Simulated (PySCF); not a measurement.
**Phosphorus: the same states on changed settings**

Aim: see what changed settings do to total energies and their difference. The change: initial guess 1e, at most 50 SCF cycles. A sound run of the same states serves as the yardstick.

Program: PySCF 2.14.0. Level of theory: unrestricted determinants in a Gaussian basis, no spin-orbit coupling in the energies. These are calculated values, not measurements, unless marked.

## 1. The system

```
Element                                   : phosphorus (Z = 15)
Basis                                     : aug-cc-pVDZ-DK (5s4p2d, 27 functions)
Hamiltonian                               : the spin-free X2C one-electron Hamiltonian (Gaussian nucleus)
State 1                                   : P⁺: [Ne] 3s2 3p2, high-spin 3P determinant
State 2                                   : P²⁺: [Ne] 3s2 3p1, 2P determinant
Methods                                   : UHF, B3LYP, PBE0, MP2, CCSD(T)
Core shells frozen in the correlated runs : valence: [Ne] (for P⁺)
```

Outer shells as boxes (Hund's rule):

P+ [Ne] 3s2 3p2
```
[Ne] core
3s [↑↓]
3p [↑ ][↑ ][  ]
```

P2+ [Ne] 3s2 3p1
```
[Ne] core
3s [↑↓]
3p [↑ ][  ][  ]
```

The sound run (aug-cc-pVDZ-DK, the spin-free X2C one-electron Hamiltonian (Gaussian nucleus), symmetry-adapted start, fine grid, valence correlation) gave:

```csv
species,method,energy (hartree)
P⁺,UHF,-341.15940
P⁺,B3LYP,-341.71807
P⁺,PBE0,-341.56766
P⁺,MP2 (valence),-341.20966
P⁺,CCSD(T) (valence),-341.23141
P²⁺,UHF,-340.45529
P²⁺,B3LYP,-340.99222
P²⁺,PBE0,-340.83935
P²⁺,MP2 (valence),-340.49386
P²⁺,CCSD(T) (valence),-340.51404
```

One driver process ran all states and methods and kept the integrals in memory. Each run is shown as a PySCF script that sums up its settings (the driver passes frozen orbitals as a list and adds second-order terms of double hybrids); the logs are those of the runs themselves.

The driver's launch:

```
$ OMP_NUM_THREADS=1 python atomrun2.py TASK.json OUT
```

The integrals over 27 functions and the set-up took 0.01 s of CPU time.

## 2. Changed run, P⁺, method by method

UHF:

input.py

```python
from pyscf import gto, scf, dft, mp, cc
import basis_set_exchange as bse
mol = gto.M(atom="P 0 0 0", charge=1, spin=2, symmetry="D2h",
            basis=gto.basis.parse(bse.get_basis("aug-cc-pVDZ-DK", elements=["P"], fmt="nwchem", header=False)),
            nucmod="G")
mf = scf.UHF(mol).sfx2c1e()
mf.irrep_nelec = {'Ag': (3, 3), 'B1u': (2, 1), 'B2u': (2, 1), 'B3u': (1, 1)}
mf.init_guess = "1e"
mf.max_cycle = 50
mf.kernel()
```

What it wrote:

```text
damping factor = 0
level_shift factor = 0
DIIS = <class 'pyscf.scf.diis.CDIIS'>
diis_start_cycle = 1
diis_space = 10
diis_damp = 0
SCF conv_tol = 1e-09
SCF conv_tol_grad = None
number electrons alpha = 8  beta = 6
irrep_nelec {'Ag': (3, 3), 'B1g': (0, 0), 'B2g': (0, 0), 'B3g': (0, 0), 'B1u': (2, 1), 'B2u': (2, 1), 'B3u': (1, 1)}
alpha HOMO (B2u) = -0.473891252945675  LUMO (B3u) = -0.199634147466919
  HOMO = -0.473891252946  LUMO = -0.199634147467  gap/eV = 7.46292
cycle= 1 E= -341.130434312066  delta_E= -1.57  |g|= 0.19  |ddm|= 19.9
alpha HOMO (B2u) = -0.690015634329143  LUMO (B3u) = -0.305203039876162
  HOMO = -0.690015634329  LUMO = -0.305203039876  gap/eV = 10.47128
cycle= 2 E= -341.158041819551  delta_E= -0.0276  |g|= 0.0366  |ddm|= 1.49
alpha HOMO (B2u) = -0.724107399911892  LUMO (B3u) = -0.339774160547239
  HOMO = -0.724107399912  LUMO = -0.339774160547  gap/eV = 10.45824
cycle= 3 E= -341.159300143089  delta_E= -0.00126  |g|= 0.00837  |ddm|= 0.266
alpha HOMO (B2u) = -0.724065025967268  LUMO (B3u) = -0.340916463677032
  HOMO = -0.724065025967  LUMO = -0.340916463677  gap/eV = 10.42600
cycle= 4 E= -341.159394037946  delta_E= -9.39e-05  |g|= 0.00185  |ddm|= 0.0817
alpha HOMO (B2u) = -0.723996289791393  LUMO (B3u) = -0.341120812255054
  HOMO = -0.723996289791  LUMO = -0.341120812255  gap/eV = 10.41857
cycle= 5 E= -341.159399129694  delta_E= -5.09e-06  |g|= 0.00013  |ddm|= 0.0229
alpha HOMO (B2u) = -0.72391988556754  LUMO (B3u) = -0.34109872832828
  HOMO = -0.723919885568  LUMO = -0.341098728328  gap/eV = 10.41709
cycle= 6 E= -341.159399151574  delta_E= -2.19e-08  |g|= 2.24e-05  |ddm|= 0.000823
alpha HOMO (B2u) = -0.723918612444588  LUMO (B3u) = -0.341110410170817
  HOMO = -0.723918612445  LUMO = -0.341110410171  gap/eV = 10.41674
cycle= 7 E= -341.159399152195  delta_E= -6.2e-10  |g|= 2.5e-06  |ddm|= 8.88e-05
converged SCF energy = -341.159399152195  <S^2> = 2.0110128  2S+1 = 3.0073329
```

It took 0.03 s on 1 thread of AMD EPYC 9R45, shared host, the integrals not counted.

Orbital energies by shell (radii are means over both spins):

```csv
shell,electrons,mean orbital energy (eV),spread (eV),rms radius (bohr)
1s α,1,-2193.7,0,0.120
1s β,1,-2193.2,0,0.120
2s α,1,-216.69,0,0.560
2s β,1,-216.21,0,0.560
2p α,3,-158.39,0.402,0.539
2p β,3,-157.54,0.558,0.539
3s α,1,-31.084,0,1.99
3s β,1,-25.550,0,1.99
3p α,2,-19.699,0,2.31
```

⟨S²⟩ = 2.011, ⟨L²⟩ = 2.03.

B3LYP:

input.py, as changed from the run before:

```diff
@@ -5,3 +5,3 @@
             nucmod="G")
-mf = scf.UHF(mol).sfx2c1e()
+mf = dft.UKS(mol, xc="B3LYP").sfx2c1e()
 mf.irrep_nelec = {'Ag': (3, 3), 'B1u': (2, 1), 'B2u': (2, 1), 'B3u': (1, 1)}
```

What it wrote:

```text
damping factor = 0
level_shift factor = 0
DIIS = <class 'pyscf.scf.diis.CDIIS'>
diis_start_cycle = 1
diis_space = 10
diis_damp = 0
SCF conv_tol = 1e-09
SCF conv_tol_grad = None
number electrons alpha = 8  beta = 6
irrep_nelec {'Ag': (3, 3), 'B1g': (0, 0), 'B2g': (0, 0), 'B3g': (0, 0), 'B1u': (2, 1), 'B2u': (2, 1), 'B3u': (1, 1)}
XC functionals = B3LYP
    P. J. Stephens, F. J. Devlin, C. F. Chabalowski, and M. J. Frisch.,  J. Phys. Chem. 98, 11623 (1994)
alpha HOMO (B2u) = -0.375493461602148  LUMO (B3u) = -0.333967401289425
  HOMO = -0.375493461602  LUMO = -0.333967401289  gap/eV = 1.12998
cycle= 1 E= -341.663467876623  delta_E= -1.51  |g|= 0.384  |ddm|= 22.2
alpha HOMO (B2u) = -0.646761286515488  LUMO (B3u) = -0.567734926891728
  HOMO = -0.646761286515  LUMO = -0.567734926892  gap/eV = 2.15042
cycle= 2 E= -341.714407094295  delta_E= -0.0509  |g|= 0.0885  |ddm|= 1.87
alpha HOMO (B2u) = -0.584020727454449  LUMO (B3u) = -0.502623068278461
  HOMO = -0.584020727454  LUMO = -0.502623068278  gap/eV = 2.21494
cycle= 3 E= -341.718066334441  delta_E= -0.00366  |g|= 0.00204  |ddm|= 0.537
alpha HOMO (B2u) = -0.585808191483074  LUMO (B3u) = -0.503769592546772
  HOMO = -0.585808191483  LUMO = -0.503769592547  gap/eV = 2.23238
cycle= 4 E= -341.718069975314  delta_E= -3.64e-06  |g|= 0.000165  |ddm|= 0.0162
alpha HOMO (B2u) = -0.58573109547777  LUMO (B3u) = -0.503638198807935
  HOMO = -0.585731095478  LUMO = -0.503638198808  gap/eV = 2.23386
cycle= 5 E= -341.718070007035  delta_E= -3.17e-08  |g|= 1.22e-05  |ddm|= 0.00152
alpha HOMO (B2u) = -0.585744694833757  LUMO (B3u) = -0.503646973110226
  HOMO = -0.585744694834  LUMO = -0.50364697311  gap/eV = 2.23399
cycle= 6 E= -341.718070007172  delta_E= -1.37e-10  |g|= 1.12e-06  |ddm|= 8.8e-05
converged SCF energy = -341.718070007172  <S^2> = 2.0031212  2S+1 = 3.0020801
```

Time after the integrals: 0.08 s (1 thread of AMD EPYC 9R45, shared host).

PBE0:

input.py, as changed from the run before:

```diff
@@ -5,3 +5,3 @@
             nucmod="G")
-mf = dft.UKS(mol, xc="B3LYP").sfx2c1e()
+mf = dft.UKS(mol, xc="PBE0").sfx2c1e()
 mf.irrep_nelec = {'Ag': (3, 3), 'B1u': (2, 1), 'B2u': (2, 1), 'B3u': (1, 1)}
```

What it wrote:

```text
damping factor = 0
level_shift factor = 0
DIIS = <class 'pyscf.scf.diis.CDIIS'>
diis_start_cycle = 1
diis_space = 10
diis_damp = 0
SCF conv_tol = 1e-09
SCF conv_tol_grad = None
number electrons alpha = 8  beta = 6
irrep_nelec {'Ag': (3, 3), 'B1g': (0, 0), 'B2g': (0, 0), 'B3g': (0, 0), 'B1u': (2, 1), 'B2u': (2, 1), 'B3u': (1, 1)}
XC functionals = PBE0
    C. Adamo and V. Barone.,  J. Chem. Phys. 110, 6158 (1999)
    M. Ernzerhof and G. E. Scuseria.,  J. Chem. Phys. 110, 5029 (1999)
alpha HOMO (B2u) = -0.386093057055426  LUMO (B3u) = -0.325622343926071
  HOMO = -0.386093057055  LUMO = -0.325622343926  gap/eV = 1.64549
cycle= 1 E= -341.529963349911  delta_E= -1.53  |g|= 0.338  |ddm|=   22
alpha HOMO (B2u) = -0.646410056104283  LUMO (B3u) = -0.546946151549621
  HOMO = -0.646410056104  LUMO = -0.54694615155  gap/eV = 2.70655
cycle= 2 E= -341.565996604358  delta_E= -0.036  |g|= 0.0653  |ddm|=  1.4
alpha HOMO (B2u) = -0.598791535245022  LUMO (B3u) = -0.496569562469673
  HOMO = -0.598791535245  LUMO = -0.49656956247  gap/eV = 2.78160
cycle= 3 E= -341.567655696138  delta_E= -0.00166  |g|= 0.00156  |ddm|= 0.341
alpha HOMO (B2u) = -0.599818261935652  LUMO (B3u) = -0.497018020671251
  HOMO = -0.599818261936  LUMO = -0.497018020671  gap/eV = 2.79734
cycle= 4 E= -341.567658082106  delta_E= -2.39e-06  |g|= 0.000157  |ddm|= 0.0114
alpha HOMO (B2u) = -0.599784629139798  LUMO (B3u) = -0.496915955448695
  HOMO = -0.59978462914  LUMO = -0.496915955449  gap/eV = 2.79920
cycle= 5 E= -341.567658111206  delta_E= -2.91e-08  |g|= 1.2e-05  |ddm|= 0.0011
alpha HOMO (B2u) = -0.599794904158176  LUMO (B3u) = -0.496918327998581
  HOMO = -0.599794904158  LUMO = -0.496918327999  gap/eV = 2.79941
cycle= 6 E= -341.567658111378  delta_E= -1.72e-10  |g|= 1.04e-06  |ddm|= 5.28e-05
converged SCF energy = -341.567658111378  <S^2> = 2.0042083  2S+1 = 3.0028042
```

It took 0.06 s on 1 thread of AMD EPYC 9R45, shared host, the integrals not counted.

MP2 (valence):

input.py, as changed from the run before:

```diff
@@ -5,3 +5,3 @@
             nucmod="G")
-mf = dft.UKS(mol, xc="PBE0").sfx2c1e()
+mf = scf.UHF(mol).sfx2c1e()
 mf.irrep_nelec = {'Ag': (3, 3), 'B1u': (2, 1), 'B2u': (2, 1), 'B3u': (1, 1)}
@@ -10 +10,2 @@
 mf.kernel()
+mp.UMP2(mf, frozen=5).kernel()
```

This step left no log, only its results.

It took 0.01 s on 1 thread of AMD EPYC 9R45, shared host, the integrals not counted.

With 4 electrons correlated, the MP2 correlation energy is -0.05026 hartree (-0.00837 same spin, -0.04189 opposite spin); the SCS form gives -0.05305. Largest pairs of shells: 3s-3p -0.0302, 3s-3s -0.0146, 3p-3p -0.0054.

CCSD(T) (valence):

input.py, as changed from the run before:

```diff
@@ -10,2 +10,3 @@
 mf.kernel()
-mp.UMP2(mf, frozen=5).kernel()
+mycc = cc.CCSD(mf, frozen=5).run()
+mycc.ccsd_t()
```

What it wrote:

```text
CC2 = 0
CCSD nocc = (np.int64(3), np.int64(1)), nmo = (22, 22)
frozen orbitals [[0, 1, 2, 3, 4], [0, 1, 2, 3, 4]]
max_cycle = 100
direct = 0
conv_tol = 1e-08
conv_tol_normt = 1e-06
diis_space = 8
diis_start_cycle = 0
Init t2, MP2 energy = -0.0502597791813235
Init E_corr(UCCSD) = -0.0502597791860562
cycle = 1  E_corr(UCCSD) = -0.0643398023834199  dE = -0.0140800232  norm(t1,t2) = 0.0521827
cycle = 2  E_corr(UCCSD) = -0.0685064795692272  dE = -0.00416667719  norm(t1,t2) = 0.0200232
cycle = 3  E_corr(UCCSD) = -0.0709580996996012  dE = -0.00245162013  norm(t1,t2) = 0.00918098
cycle = 4  E_corr(UCCSD) = -0.0709461710898457  dE = 1.19286098e-05  norm(t1,t2) = 0.00171392
cycle = 5  E_corr(UCCSD) = -0.0709673172145902  dE = -2.11461247e-05  norm(t1,t2) = 0.00026421
cycle = 6  E_corr(UCCSD) = -0.0709598093749554  dE = 7.50783963e-06  norm(t1,t2) = 4.43673e-05
cycle = 7  E_corr(UCCSD) = -0.0709629266663026  dE = -3.11729135e-06  norm(t1,t2) = 8.99749e-06
cycle = 8  E_corr(UCCSD) = -0.0709622198082748  dE = 7.06858028e-07  norm(t1,t2) = 2.43881e-06
cycle = 9  E_corr(UCCSD) = -0.0709622298414441  dE = -1.00331693e-08  norm(t1,t2) = 3.02231e-07
cycle = 10  E_corr(UCCSD) = -0.0709622406078146  dE = -1.07663705e-08  norm(t1,t2) = 7.77642e-08
cycle = 11  E_corr(UCCSD) = -0.070962240345146  dE = 2.62668595e-10  norm(t1,t2) = 4.04827e-08
UCCSD converged
E(UCCSD) = -341.2303613925397  E_corr = -0.070962240345146
UCCSD(T) correction = -0.00104454018631866
```

It took 0.07 s on 1 thread of AMD EPYC 9R45, shared host, the integrals not counted.

CCSD correlation -0.07096 hartree, triples -0.00104; total -341.231406. T1 = 0.008, largest double amplitude 0.104.

(Part 1 of 2 ends here.)
